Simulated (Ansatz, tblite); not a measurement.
**1CB (C₁₄H₁₁N): a ladder of methods and basis sets**

One table from this session's results is given with a row withheld; the runs are named, their logs left out.

The runs use Ansatz 0.2.0, Gaussian basis; as each input shows.

Plan: GFN1-xTB, GFN2-xTB, PBE-D4/def2-TZVP, r2SCAN-D4/def2-TZVP, PBE-D4/def2-SVP, PBE0-D4/def2-SVP, HF/STO-3G, HF/6-31G, B3LYP-D4/6-31G, MP2/def2-SVP.

4 further runs of the same task are left out: 4 that didn't finish. Runs told in other sessions of the task aren't counted.

### The relaxed structure

The singlet was relaxed beforehand with PBE-D4/def2-SVP.

SMILES `Cc1ccc(-c2ccc(C#N)cc2)cc1`, 26 atoms, charge 0, spin multiplicity 1.

Bond lengths: C1–C2 1.507 Å, C1–H16 1.109 Å, C1–H17 1.108 Å, C1–H18 1.112 Å, C2–C3 1.410 Å, C2–C15 1.411 Å, C3–C4 1.399 Å, C3–H19 1.102 Å, C4–C5 1.413 Å, C4–H20 1.101 Å, C5–C6 1.481 Å, C5–C14 1.414 Å, C6–C7 1.415 Å, C6–C13 1.415 Å, C7–C8 1.396 Å, C7–H21 1.100 Å, C8–C9 1.415 Å, C8–H22 1.100 Å and more. Angles: C2–C1–H16 111.6°, C2–C1–H17 111.8°, C2–C1–H18 111.0°, H16–C1–H17 108.2°, H16–C1–H18 106.8°, H17–C1–H18 107.2°, C1–C2–C3 121.3°, C1–C2–C15 121.1°, C3–C2–C15 117.6°, C2–C3–C4 121.4°, C2–C3–H19 119.3°, C4–C3–H19 119.4°, C3–C4–C5 121.1°, C3–C4–H20 119.3°, C5–C4–H20 119.6°, C4–C5–C6 121.2°, C4–C5–C14 117.6°, C6–C5–C14 121.2° and more.

Geometry (Å):

```
C     4.6991   -0.0927   -0.2345
C     3.1958   -0.0424   -0.1487
C     2.5138   -0.4454    1.0176
C     1.1162   -0.4243    1.0879
C     0.3374   -0.0034   -0.0133
C    -1.1419    0.0209    0.0577
C    -1.8107    0.3126    1.2705
C    -3.2045    0.3373    1.3446
C    -3.9812    0.0668    0.1933
C    -5.4124    0.0890    0.2614
N    -6.5856    0.1066    0.3158
C    -3.3268   -0.2266   -1.0264
C    -1.9322   -0.2467   -1.0856
C     1.0206    0.4003   -1.1836
C     2.4177    0.3836   -1.2459
H     5.1050    0.7692   -0.8015
H     5.1684   -0.0981    0.7688
H     5.0373   -1.0117   -0.7609
H     3.0935   -0.7887    1.8896
H     0.6178   -0.7708    2.0060
H    -1.2221    0.5560    2.1674
H    -3.7074    0.5736    2.2935
H    -3.9252   -0.4459   -1.9224
H    -1.4399   -0.5041   -2.0351
H     0.4469    0.7689   -2.0476
H     2.9203    0.7160   -2.1687
```

PBE0-D4/def2-TZVP was run before; its log isn't repeated, and its numbers join the tables.

The first run:

Tight binding, by tblite at 300 K electronic temperature and without a spin-polarisation term:

```python
tblite.interface.Calculator('GFN1-xTB', numbers, positions, charge=0, uhf=0).singlepoint()
```

Tight binding, by tblite at 300 K electronic temperature and without a spin-polarisation term:

```python
tblite.interface.Calculator('GFN2-xTB', numbers, positions, charge=0, uhf=0).singlepoint()
```

start.molden holds the orbitals of an earlier run on this state, given as this run's starting guess.

in.yaml

```yaml
crystal:
  periodic: [false, false, false]
  atoms:
    - {symbol: C, position_ang: [4.699089, -0.092712, -0.234508]}
    - {symbol: C, position_ang: [3.195806, -0.042370, -0.148679]}
    - {symbol: C, position_ang: [2.513801, -0.445376, 1.017625]}
    - {symbol: C, position_ang: [1.116240, -0.424311, 1.087867]}
    - {symbol: C, position_ang: [0.337438, -0.003366, -0.013320]}
    - {symbol: C, position_ang: [-1.141881, 0.020917, 0.057710]}
    - {symbol: C, position_ang: [-1.810659, 0.312646, 1.270472]}
    - {symbol: C, position_ang: [-3.204468, 0.337296, 1.344599]}
    - {symbol: C, position_ang: [-3.981182, 0.066842, 0.193313]}
    - {symbol: C, position_ang: [-5.412370, 0.089031, 0.261382]}
    - {symbol: N, position_ang: [-6.585630, 0.106570, 0.315840]}
    - {symbol: C, position_ang: [-3.326777, -0.226589, -1.026362]}
    - {symbol: C, position_ang: [-1.932187, -0.246728, -1.085565]}
    - {symbol: C, position_ang: [1.020643, 0.400292, -1.183561]}
    - {symbol: C, position_ang: [2.417724, 0.383586, -1.245921]}
    - {symbol: H, position_ang: [5.105003, 0.769192, -0.801469]}
    - {symbol: H, position_ang: [5.168371, -0.098143, 0.768782]}
    - {symbol: H, position_ang: [5.037287, -1.011715, -0.760877]}
    - {symbol: H, position_ang: [3.093475, -0.788672, 1.889552]}
    - {symbol: H, position_ang: [0.617756, -0.770839, 2.005951]}
    - {symbol: H, position_ang: [-1.222072, 0.556004, 2.167439]}
    - {symbol: H, position_ang: [-3.707413, 0.573613, 2.293489]}
    - {symbol: H, position_ang: [-3.925241, -0.445850, -1.922435]}
    - {symbol: H, position_ang: [-1.439937, -0.504140, -2.035113]}
    - {symbol: H, position_ang: [0.446907, 0.768866, -2.047556]}
    - {symbol: H, position_ang: [2.920288, 0.715957, -2.168668]}
basis:
  gaussian: {orbitals: def2-TZVP, initial_orbitals: start.molden}
hamiltonian: {xc: pbe, dispersion: d4}
scf: {omitted_lower_state_checks: [starts]}
output: {forces: true, orbitals: {seedname: orbitals}}
```

Started as:

```bash
> ansatz run in.yaml --threads 4 --pin off --events-out ev --progress --plain --max-ram 6963MiB
```

Steps of the session up to this table: PBE-D4/def2-TZVP; r2SCAN-D4/def2-TZVP; PBE-D4/def2-SVP; PBE0-D4/def2-SVP; HF/STO-3G; HF/6-31G; B3LYP-D4/6-31G; MP2/def2-SVP.

One of the session's tables, all rows but one given; the rest of the session is left out.

It belongs to the step «Binding energy». 

```
              level  binding an atom (eV)
          HF/STO-3G                     ?
           HF/6-31G                 3.600
        HF/def2-SVP                 3.887
    PBE-D4/def2-SVP                 5.489
   PBE-D4/def2-TZVP                 5.411
r2SCAN-D4/def2-TZVP                 5.228
     B3LYP-D4/6-31G                 5.105
   PBE0-D4/def2-SVP                 5.368
  PBE0-D4/def2-TZVP                 5.286
       MP2/def2-SVP                 5.153
```

Estimate the missing values for HF/STO-3G.

As computed: binding an atom (eV): 4.341. In the column «binding an atom (eV)» it lies between HF/def2-SVP (3.887) and B3LYP-D4/6-31G (5.105).

To keep in mind: Free atoms were run apart at each level; binding is atoms less cluster, divided by the number of atoms, without zero-point or spin-orbit terms.
